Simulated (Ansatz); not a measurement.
The system is TaWC2.

```
CELL_PARAMETERS angstrom
1.57186 0.90751 5.10162
-1.57186 0.90751 5.10162
0.00000 -1.81502 5.10162
ATOMIC_POSITIONS crystal
W 0.00000 0.00000 0.00000
Ta 0.50000 0.50000 0.50000
C 0.25093 0.25093 0.25093
C 0.74907 0.74907 0.74907
```

The cell comes from a database or a generator and needn't be the stable form of this composition.

Program: Ansatz 0.2.0. Alike in all runs: potentials or basis all-electron LAPW, scalar-relativistic; no spin polarisation; cell as given; basis error allowed 0.002 eV/atom.

Order these runs on this cell by their pressure, lowest first.
A. level PBEsol; k mesh 6 × 6 × 6; cutoff (eV) 303; smearing fermi-dirac 0.03 eV; mesh quality coarse
B. level LDA; k mesh 10 × 10 × 10; cutoff (eV) 304; smearing fermi-dirac 0.05 eV; mesh quality not flagged
C. level PBEsol+U; U Ta d U = 4 eV, W d U = 4 eV; k mesh 10 × 10 × 10; cutoff (eV) 303; smearing fermi-dirac 0.05 eV; mesh quality not flagged
D. level PBE; k mesh 10 × 10 × 10; cutoff (eV) 304; smearing fermi-dirac 0.05 eV; mesh quality not flagged
E. level PBEsol+U; U Ta d U = 6 eV, W d U = 6 eV; k mesh 10 × 10 × 10; cutoff (eV) 303; smearing fermi-dirac 0.05 eV; mesh quality not flagged

B (-16.7 GPa), A (-10.8 GPa), C (-8.7 GPa), E (-7.2 GPa), D (-2.6 GPa).

Caveats: some runs use coarse meshes; U is the effective U less J, on atomic orbitals that reach past the spheres (some runs); U without spin polarisation on a metal has little footing (some runs); the U is typed as a test and isn't derived for this compound (some runs); the k mesh is thin for a metal, which can move the energy by tens of meV per atom (some runs).

Not every run made on this cell is shown here.
